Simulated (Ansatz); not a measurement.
Task: a relaxed scan of one distance of CH₂OTe, SMILES O=C[TeH], with Ansatz 0.2.0 through its Python package. Give the script and its output. Level of theory (for the species named): B3LYP, def2-SVP basis, multiplicity 1, D4 dispersion.

Input file `ch2ote.xyz`:
```text
5

O    -1.28770   -0.07750    0.97090
C    -0.52860   -0.46620    0.15610
Te    1.46720    0.14550    0.25590
H    -0.76660   -1.14630   -0.61800
H     1.16570    1.47080   -0.80630
```

`ch2ote_relaxed_scan.py`
```python
# -*- coding: utf-8 -*-
import ansatz as az
import numpy as np


def main():
    geometry = az.Crystal.molecule_from_extxyz("ch2ote.xyz")

    calc = (
        geometry.calculation()
        .basis(gaussian="def2-SVP")
        .functional("B3LYP", dispersion="d4")
        .accuracy("medium")
        .scf(lower_state_search="off")
    )
    symbols = [site.symbol for site in geometry.cartesian_sites]
    pairs = [(0, 1), (1, 2), (1, 3), (2, 4)]
    print("held (A)   E (eV)        ", "  ".join(f"{symbols[i]}{i}-{symbols[j]}{j}" for i, j in pairs))
    for length in [1.59, 1.72, 1.86, 2.07, 2.33]:
        summary = calc.relax(constraints=[az.DistanceConstraint((2, 4), at=length)], force_tolerance=0.02, max_steps=60).run().report
        xyz = np.array(summary["positions_ang"])
        print(f"{length:6.2f} {summary['free_energy_ev']:14.5f}  ", "  ".join(f"{np.linalg.norm(xyz[i] - xyz[j]):.3f}" for i, j in pairs))


if __name__ == "__main__":
    main()
```

```console
$ python ch2ote_relaxed_scan.py
held (A)   E (eV)         O0-C1  C1-Te2  C1-H3  Te2-H4
DeckWarning: relax.constraints: the input's atoms, or those drawn, lie off the distances that are held; a relaxation that starts there is brought onto them ahead of its first SCF, by positions alone, an atom by 6.75e-2 Å at the most. With the symmetry detection on, the symmetry is detected on the input's atoms as so brought (as typed, where only the drawn atoms reach the distances), and notices that speak of the structure as typed mean those atoms
  1.59   -10409.07468   1.191  2.189  1.118  1.590
  1.72   -10409.12033   1.191  2.190  1.118  1.720
  1.86   -10408.91758   1.191  2.190  1.117  1.860
  2.07   -10408.38922   1.191  2.191  1.116  2.070
  2.33   -10407.62733   1.191  2.192  1.116  2.330
```
(Warnings from the package without file and line, repeats left out.)

Caveats:
- These settings explore the input space; basis and method may be short of convergence.
- The energies are electronic: no zero-point or thermal terms, and the basis set is short of its limit.
- def2 sets replace the cores of elements past krypton by effective core potentials.
- b3lyp holds the VWN-RPA fit, as in Gaussian; the form of ORCA and Turbomole is b3lyp5.
- The whole script took 94 s on 1 thread of Arm Neoverse V2 (shared host), peak memory 0.2 GiB.
